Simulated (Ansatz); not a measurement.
# AlGaH (quartet): from Hartree-Fock to the top rungs at scale of all distances = 1.500, 6-31G

How much of the correlation energy of AlGaH (quartet) does each wave-function method recover here?

Computed with Ansatz 0.2.0, Gaussian basis. Level: 6-31G, core rule «outside noble gas», up to 19 orbitals frozen.

The runs, in order: UHF; CCSD(T) on ROHF; CCSD(T) on UHF; BCCD(T) on ROHF; CISD; CCSDT(Q) on ROHF; CCSDT(Q) on UHF; CASSCF and MRCISD+Q, 5 electrons in 5 orbitals; CASSCF and NEVPT2, 5 electrons in 5 orbitals; CASSCF and MRCISD+Q, 7 electrons in 9 orbitals; CASSCF and MRCISD+Q(relaxed), 7 electrons in 9 orbitals; CASSCF and NEVPT2, 7 electrons in 9 orbitals; Full CI.

12 further runs of the same task are left out: 8 that didn't finish, 4 set aside as unsound or not needed.

## Step 1: What is computed

The geometry derives from a PBE0/def2-TZVP stationary point (not a proven minimum). All distances are scaled together. No spin-orbit coupling is included. The filled d shell of Ga may be among the frozen orbitals whatever the setting's name suggests; the logs give the count.

3 atoms, charge 0, spin multiplicity 4.

Atoms are counted from 1 here; the program's logs count them from 0.

No contacts short enough for the rule that draws bonds.

## Step 2: UHF

Contents of in.yaml:

```yaml
crystal:
  periodic: [false, false, false]
  atoms:
    - {symbol: Al, position_ang: [0.000000, 0.000000, 0.380850]}
    - {symbol: Ga, position_ang: [0.000000, 0.000000, -3.134550]}
    - {symbol: H, position_ang: [0.000000, 0.000000, 2.753700]}
basis:
  gaussian: {orbitals: 6-31G}
magnetization: {spin_polarized: true, initial_magnetization: 3}
hamiltonian: {xc: hf}
output: {orbitals: {seedname: orbitals}}
```

Started as:

```
$ ansatz run in.yaml --threads 1 --pin off --events-out ev --progress --plain --max-ram 2393MiB
```

The runs that follow: CCSD(T) on ROHF; CCSD(T) on UHF; BCCD(T) on ROHF; CISD; CCSDT(Q) on ROHF; CCSDT(Q) on UHF; CASSCF and MRCISD+Q, 5 electrons in 5 orbitals; CASSCF and NEVPT2, 5 electrons in 5 orbitals; CASSCF and MRCISD+Q, 7 electrons in 9 orbitals; CASSCF and MRCISD+Q(relaxed), 7 electrons in 9 orbitals; CASSCF and NEVPT2, 7 electrons in 9 orbitals; Full CI.

**Question.** What will the summary of the whole plan be? Wanted: FCI below the RHF energy; RMP2 from FCI; UMP2 from FCI; RCCSD from FCI; RCCSD(T) from FCI; UCCSD(T) from FCI; RCCSDT(Q) from FCI; UCCSDT(Q) from FCI; NEVPT2 pair from FCI.

The runs gave:

| quantity | value |
| --- | --- |
| FCI below the RHF energy | -2.1714 eV |
| RMP2 from FCI | +25.50 kcal/mol |
| UMP2 from FCI | +22.97 kcal/mol |
| RCCSD from FCI | +3.66 kcal/mol |
| RCCSD(T) from FCI | +1.39 kcal/mol |
| UCCSD(T) from FCI | +2.16 kcal/mol |
| RCCSDT(Q) from FCI | +0.05 kcal/mol |
| UCCSDT(Q) from FCI | +0.02 kcal/mol |
| NEVPT2 pair from FCI | +18.48 kcal/mol |
| MRCISD+Q pair from FCI | +1.85 kcal/mol |
| NEVPT2 valence from FCI | +4.31 kcal/mol |
| levels within 1 kcal/mol (43 meV) | RCCSDT, UCCSDT, RCCSDT(Q), UCCSDT(Q), MRCISD valence, MRCISD+Q valence, MRCISD+Q(relaxed) valence |
| T1 diagnostic | 0.064 |
| effectively unpaired electrons | 3.21 |

**Reading.** RCCSD(T) lands +1.39 kcal/mol from the yardstick (2.8 % of the correlation energy). CCSD(T) misses by +1.39 kcal/mol on the restricted determinant and by +2.16 kcal/mol on the unrestricted one; the two need not hold the same state or core. MRCISD+Q(relaxed) valence falls below full CI: the +Q correction isn't variational, and the cores differ from full CI's. The occupations show some static correlation. Of the multireference levels listed MRCISD+Q valence comes nearest in total energy (-0.02 kcal/mol), which doesn't show that its space is the better one. Coupled cluster took another determinant than the lowest Hartree-Fock one. These misses are within one basis, not against nature; the frozen cores of restricted and unrestricted runs differ, which can shift their rows.
